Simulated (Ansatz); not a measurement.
# GaH₃S (built from SMILES [SH][GaH2]): single points off equilibrium

An exercise on one series of results from a longer session: the logs are not shown, and one member is left open.

Computed with Ansatz 0.2.0, Gaussian basis. Level: single points in def2-TZVPP.

Cores are frozen in the correlated methods. Filled d shells of the heavier atoms are correlated.

### Where the work starts

5 atoms, charge 0, spin multiplicity 1.

Atoms are counted from 1 here; the program's logs count them from 0.

Bond lengths: Ga1–H3 1.932 Å, Ga1–H4 1.809 Å, S2–H5 1.436 Å. Angles: H3–Ga1–H4 96.9°.

Geometry (Å):

```xyz
5
GaH3S
Ga   -0.52360   -0.88060    1.31300
S     0.15890    0.82280   -0.83360
H     0.96850   -0.57530    0.12490
H    -1.81100   -0.90740    0.04210
H     1.29040    1.56460   -0.35150
```

Set-up of the first run:

run/in.yaml reads:

```yaml
crystal:
  periodic: [false, false, false]
  atoms:
    - {symbol: Ga, position_ang: [-0.523600, -0.880600, 1.313000]}
    - {symbol: S, position_ang: [0.158900, 0.822800, -0.833600]}
    - {symbol: H, position_ang: [0.968500, -0.575300, 0.124900]}
    - {symbol: H, position_ang: [-1.811000, -0.907400, 0.042100]}
    - {symbol: H, position_ang: [1.290400, 1.564600, -0.351500]}
basis:
  gaussian: {orbitals: def2-TZVPP}
correlation: {method: ccsd_t}
output: {forces: true}
```

No record of the launch command was kept for these runs.

Steps of the session up to this table: CCSD(T)/def2-TZVPP; PBE0-D4/def2-TZVPP; wB97M-V/def2-TZVPP; r2SCAN-D4/def2-TZVPP; PBE-D4/def2-TZVPP; SPW92/def2-TZVPP; r2SCAN0-D4/def2-TZVPP.

One of the session's tables, all rows but one given; the rest of the session is left out.

```
    method  RMS force component (eV/Å)  angle to CCSD(T) forces (°)  dipole (D)
   CCSD(T)                       1.210                    reference        1.59
   PBE0-D4                       1.220                          2.7        1.79
   wB97M-V                       1.322                          7.1        1.73
 r2SCAN-D4                           ?                            ?           ?
    PBE-D4                       1.022                          3.3        1.73
     SPW92                       1.089                          8.9        1.73
r2SCAN0-D4                       1.307                          1.5        1.79
```

Estimate the missing values for r2SCAN-D4.

As computed: RMS force component (eV/Å): 1.175; angle to CCSD(T) forces (°): 3.6; dipole (D): 1.75. In the column «RMS force component (eV/Å)» it lies between SPW92 (1.089) and CCSD(T) (1.210).
